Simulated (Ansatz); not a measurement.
# F₃GaH₃N: basis-set convergence

How large a basis does F₃GaH₃N need? Two functionals are run in growing sets.

Computed with Ansatz 0.2.0, Gaussian basis. Level: one geometry, several basis sets.

The runs, in order: PBE0-D4/def2-SVP; ωB97M-V/def2-SVP; PBE0-D4/def2-QZVPP; ωB97M-V/def2-QZVPP; the functionals' def2-TZVPP values are taken from earlier runs.

## 1. The relaxed structure

All runs share one geometry, relaxed beforehand with PBE0-D4 in a triple-zeta def2 set.

SMILES `[NH3+][Ga-]([F])([F])[F]`, 8 atoms, charge 0, spin multiplicity 1.

Atoms are counted from 1 here; the program's logs count them from 0.

Bond lengths: N1–Ga2 2.050 Å, N1–H6 1.015 Å, N1–H7 1.015 Å, N1–H8 1.015 Å, Ga2–F3 1.756 Å, Ga2–F4 1.756 Å, Ga2–F5 1.756 Å. Angles: Ga2–N1–H6 110.2°, Ga2–N1–H7 110.2°, Ga2–N1–H8 110.2°, H6–N1–H7 108.8°, H6–N1–H8 108.8°, H7–N1–H8 108.8°, N1–Ga2–F3 100.2°, N1–Ga2–F4 100.2°, N1–Ga2–F5 100.2°, F3–Ga2–F4 116.9°, F3–Ga2–F5 116.9°, F4–Ga2–F5 116.9°.

## 2. PBE0-D4 in def2-SVP

in.yaml

```yaml
crystal:
  periodic: [false, false, false]
  atoms:
    - {symbol: N, position_ang: [-0.867671, -0.104768, 0.482175]}
    - {symbol: Ga, position_ang: [0.915536, 0.093271, -0.509927]}
    - {symbol: F, position_ang: [2.016937, -0.551929, 0.696627]}
    - {symbol: F, position_ang: [0.602052, -0.909394, -1.917604]}
    - {symbol: F, position_ang: [0.941079, 1.831437, -0.761450]}
    - {symbol: H, position_ang: [-1.493897, -0.708606, -0.041206]}
    - {symbol: H, position_ang: [-0.714076, -0.510213, 1.400177]}
    - {symbol: H, position_ang: [-1.307759, 0.803102, 0.595310]}
basis:
  gaussian: {orbitals: def2-SVP}
hamiltonian: {xc: pbe0, dispersion: d4}
output: {orbitals: {seedname: orbitals}}
```

The run is started by

```bash
$ ansatz run in.yaml --threads 4 --pin off --events-out ev --progress --plain --max-ram 10444MiB
```

What it wrote:

```text
Functional definition: PBE0
  name "PBE0"
  cite "Adamo & Barone, J. Chem. Phys. 110, 6158 (1999) doi:10.1063/1.478522"
  cite "Perdew, Burke & Ernzerhof, Phys. Rev. Lett. 77, 3865 (1996) doi:10.1103/PhysRevLett.77.3865"
  parent pbe
  parameter a = 0.25
  parameter kappa = 0.804
  parameter beta = 0.06672455060314922
  exchange = (1 - a)*pbe_x(kappa = kappa, mu = beta*pi^2/3) + a*exact_x
  correlation = pbe_c(beta = beta)
999 factors; integrals over basis functions are off by at most 1.1e-3 eV
mean field evaluation 1: about -62033.7297 eV, gradient 7.0e1 eV
mean field evaluation 2: about -62025.2731 eV, gradient 1.0e2 eV
mean field evaluation 4: about -62041.4738 eV, gradient 2.3e0 eV
mean field evaluation 8: about -62041.5820 eV, gradient 1.7e-1 eV
mean field evaluation 16: about -62041.5820 eV, gradient 3.7e-5 eV
mean field -62041.58201869 eV, -2279.9860858923 hartree, gradient 3.7e-5 eV, S^2 0.000000; 0 other end points of the search recorded, 0 dependent functions left out
reference -62041.58204923 eV, -2279.9860870144 hartree; 34, 34 occupied and 69, 69 virtual orbitals, 999 factors
Total energy: -62041.69672501 eV, -2279.9903012716 hartree
```

It took 1.1 s on 4 threads of Arm Neoverse V1, shared host.

## 3. ωB97M-V in def2-SVP

Edit in.yaml of step 2 so:

```diff
@@ -13,3 +13,3 @@
   gaussian: {orbitals: def2-SVP}
-hamiltonian: {xc: pbe0, dispersion: d4}
+hamiltonian: {xc: {name: wB97M-V}}
 output: {orbitals: {seedname: orbitals}}
```

Launched as before.

What it wrote, cut to the lines that bear on the results:

```text
Functional definition: wB97M-V
  name "wB97M-V"
  cite "Mardirossian & Head-Gordon, J. Chem. Phys. 144, 214110 (2016) doi:10.1063/1.4952647"
  cite "Becke, J. Chem. Phys. 107, 8554 (1997) doi:10.1063/1.475007"
  cite "Vydrov & Van Voorhis, J. Chem. Phys. 133, 244103 (2010) doi:10.1063/1.3521275"
  # Of w^i u^j: cxij and so on, Table III.
[...]
  gx(w, u) = 1 - cx + cx01*u + cx10*w
  gss(w, u) = css00 + css04*u^4 + css10*w + css20*w^2 + css43*w^4*u^3
  gos(w, u) = cos00 + cos10*w + (cos20 + cos21*u)*w^2 + (cos60 + cos61*u)*w^6
[...]
      + integral(e_c_pw_mod_opposite_spin*gos(b97_w_opposite, b97_u_opposite)) + vv10(b, c)
999 factors; integrals over basis functions are off by at most 1.1e-3 eV
237 factors; integrals over basis functions are off by at most 6.2e-6 eV
[...]
mean field -62052.39861912 eV, -2280.3835886263 hartree, gradient 4.0e-5 eV, S^2 0.000000; 0 other end points of the search recorded, 0 dependent functions left out
reference -62052.39866804 eV, -2280.3835904239 hartree; 34, 34 occupied and 69, 69 virtual orbitals, 999 factors
Total energy: -62052.39866804 eV, -2280.3835904239 hartree
```

It took 4.7 s on 4 threads of Arm Neoverse V1, shared host.

## 4. PBE0-D4 in def2-QZVPP

Edit in.yaml of step 3 so:

```diff
@@ -12,4 +12,4 @@
 basis:
-  gaussian: {orbitals: def2-SVP}
-hamiltonian: {xc: {name: wB97M-V}}
+  gaussian: {orbitals: "def2-QZVPP.json"}
+hamiltonian: {xc: pbe0, dispersion: d4}
 output: {orbitals: {seedname: orbitals}}
```

Same command.

What it wrote:

```text
Functional definition: PBE0
  name "PBE0"
  cite "Adamo & Barone, J. Chem. Phys. 110, 6158 (1999) doi:10.1063/1.478522"
  cite "Perdew, Burke & Ernzerhof, Phys. Rev. Lett. 77, 3865 (1996) doi:10.1103/PhysRevLett.77.3865"
  parent pbe
  parameter a = 0.25
  parameter kappa = 0.804
  parameter beta = 0.06672455060314922
  exchange = (1 - a)*pbe_x(kappa = kappa, mu = beta*pi^2/3) + a*exact_x
  correlation = pbe_c(beta = beta)
1506 factors; their error is unknown
mean field evaluation 1: about -62052.2095 eV, gradient 8.2e1 eV
mean field evaluation 2: about -62039.4236 eV, gradient 1.3e2 eV
mean field evaluation 4: about -62062.0344 eV, gradient 3.6e0 eV
mean field evaluation 8: about -62062.0517 eV, gradient 3.8e-2 eV
mean field evaluation 16: about -62062.2088 eV, gradient 2.7e-5 eV
mean field -62062.20881184 eV, -2280.7441065592 hartree, gradient 2.7e-5 eV, S^2 0.000000; 0 other end points of the search recorded, 0 dependent functions left out
reference -62062.20885087 eV, -2280.7441079933 hartree; 34, 34 occupied and 373, 373 virtual orbitals, 1506 factors
Total energy: -62062.32352665 eV, -2280.7483222505 hartree
```

Run time: 7 s. Hardware: 4 threads of Arm Neoverse V1, shared host; peak memory 1.4 GiB.

## 5. ωB97M-V in def2-QZVPP

Edit in.yaml of step 4 so:

```diff
@@ -13,3 +13,3 @@
   gaussian: {orbitals: "def2-QZVPP.json"}
-hamiltonian: {xc: pbe0, dispersion: d4}
+hamiltonian: {xc: {name: wB97M-V}}
 output: {orbitals: {seedname: orbitals}}
```

The command is unchanged.

What it wrote, cut to the lines that bear on the results:

```text
Functional definition: wB97M-V
  name "wB97M-V"
  cite "Mardirossian & Head-Gordon, J. Chem. Phys. 144, 214110 (2016) doi:10.1063/1.4952647"
  cite "Becke, J. Chem. Phys. 107, 8554 (1997) doi:10.1063/1.475007"
  cite "Vydrov & Van Voorhis, J. Chem. Phys. 133, 244103 (2010) doi:10.1063/1.3521275"
  # Of w^i u^j: cxij and so on, Table III.
[...]
  gx(w, u) = 1 - cx + cx01*u + cx10*w
  gss(w, u) = css00 + css04*u^4 + css10*w + css20*w^2 + css43*w^4*u^3
  gos(w, u) = cos00 + cos10*w + (cos20 + cos21*u)*w^2 + (cos60 + cos61*u)*w^6
[...]
      + integral(e_c_pw_mod_opposite_spin*gos(b97_w_opposite, b97_u_opposite)) + vv10(b, c)
1501 factors; their error is unknown
279 factors; integrals over basis functions are off by at most 4.8e-6 eV
[...]
mean field -62073.18909884 eV, -2281.1476246635 hartree, gradient 7.2e-5 eV, S^2 0.000000; 0 other end points of the search recorded, 0 dependent functions left out
reference -62073.18916276 eV, -2281.1476270128 hartree; 34, 34 occupied and 373, 373 virtual orbitals, 1501 factors
Total energy: -62073.18916276 eV, -2281.1476270128 hartree
```

It took 15 s on 4 threads of Arm Neoverse V1, shared host; peak memory 1.6 GiB.

## 6. Functionals by basis

The def2-TZVPP values come from earlier runs at the same geometry.

| functional | basis | functions | energy (eV) | from the largest (eV) | HOMO (eV) | LUMO (eV) |
| --- | --- | --- | --- | --- | --- | --- |
| PBE0-D4 | def2-SVP | 103 | -62041.6967 | 20.627 | -9.96 | -0.33 |
| PBE0-D4 | def2-TZVPP | 214 | -62060.5487 | 1.775 | -10.34 | -0.75 |
| PBE0-D4 | def2-QZVPP | 407 | -62062.3235 | 0.000 | -10.43 | -0.96 |
| ωB97M-V | def2-SVP | 103 | -62052.3987 | 20.790 | -12.48 | 1.34 |
| ωB97M-V | def2-TZVPP | 214 | -62071.4942 | 1.695 | -12.91 | 0.75 |
| ωB97M-V | def2-QZVPP | 407 | -62073.1892 | 0.000 | -12.99 | 0.42 |

## 7. What came out

| quantity | value |
| --- | --- |
| PBE0-D4: double and triple zeta above quadruple | 20.63, 1.77 eV |
| ωB97M-V: double and triple zeta above quadruple | 20.79, 1.69 eV |

**Reading.** For PBE0-D4 the step from double to triple zeta gains 18.85 eV and the next only 1.77 eV. These are total energies; as a rule much of such shifts cancels in differences, which this series doesn't test. The LUMO of ωB97M-V is positive and keeps falling with the basis (1.34 to 0.42 eV): an unbound level that the basis holds in place.

For PBE0-D4 the largest set took about 6 times as long as the smallest (7 s against 1.1 s).
